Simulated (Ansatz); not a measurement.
Working through a fixed-spin-moment curve of BeNi₃, space group Pm-3m

Computed with Ansatz 0.2.0 through its Python package.

Run as a notebook:

In [1]:
```python
import ansatz as az
import pandas as pd
from pymatgen.core import Lattice, Structure
from pymatgen.io.ase import AseAtomsAdaptor

pmg_structure = Structure(
    Lattice([(3.418936, 0.0, 0.0), (0.0, 3.418936, 0.0), (0.0, 0.0, 3.418936)]),
    ["Be", "Ni", "Ni", "Ni"],
    [
        (0.0, 0.0, 0.0),
        (0.0, 0.5, 0.5),
        (0.5, 0.0, 0.5),
        (0.5, 0.5, 0.0),
    ],
)
beni3 = az.Crystal.from_ase(AseAtomsAdaptor.get_atoms(pmg_structure))
```

In [2]:
```python
beni3.resolved().tree()["lattice"]
```
Out [2]:
```text
((3.418936, 0.0, 0.0), (0.0, 3.418936, 0.0), (0.0, 0.0, 3.418936))
```

In [3]:
```python
base = beni3.calculation()
base = base.functional("pbesol")
base = base.pseudopotentials("paw")
base = base.kpoints(7).basis(470)
base = base.occupations("Fermi-Dirac", width=0.1)
rows = []
for total in [0.0, 1.3, 2.7, 4.0, 5.4]:
    rep = base.spin("collinear", total=total, lock="hard").run(threads=1).report
    up, down = rep["spin_fermi_energies_ev"]
    rows.append((total, rep["free_energy_ev"], up - down, rep["absolute_magnetization_mub"]))
reference = rows[0][1]
rows = [(m, 1000 * (e - reference), split, size) for m, e, split, size in rows]
print(pd.DataFrame(rows, columns=["total muB", "F - F(0) meV", "EF up - down eV", "absolute muB"]).round(4).to_string(index=False))
best = min(rows, key=lambda row: row[1])
print(f"lowest at {best[0]} muB per cell, {best[1]:.1f} meV against the first point")
```
```text
RunWarning: this spin-polarised run has no starting moment large enough to seed its density, and nothing else in its deck makes the two spin channels differ, so an SCF from that start keeps the magnetisation at zero until it first converges, unless a state found ahead of a linear-response series gives it moments (lr_reference_state). Behind a single point's SCF or a chain's scf step, and behind [...]
 total muB  F - F(0) meV  EF up - down eV  absolute muB
       0.0        0.0000           0.0000        0.0000
       1.3        0.5313           0.0725        1.3776
       2.7      481.4947           1.2813        2.7000
       4.0     1624.3268           2.2648        4.0000
       5.4     3875.2064           4.1034        5.4000
lowest at 0.0 muB per cell, 0.0 meV against the first point
```

The lowest point lies at 0 μB a cell, the first of the scan; at 5.4 μB the energy is 3875 meV above the lowest.

Reading the output:
- For a metal this k-point mesh is coarse: on a finer one energies can move by several to tens of meV an atom and pressures by half a GPa or more, differences at one mesh by less.
- This cell is a computed structure, which may not be the phase found in nature.
- Warnings are shown shortened and without file and line.
- Only points where the Fermi levels of the two spins meet (minima, maxima and zero moment) are free solutions; a shallow minimum can lie between the points.
- Run time: 31 s on 1 thread of Arm Neoverse V2, on a shared host, peak memory 0.53 GiB.
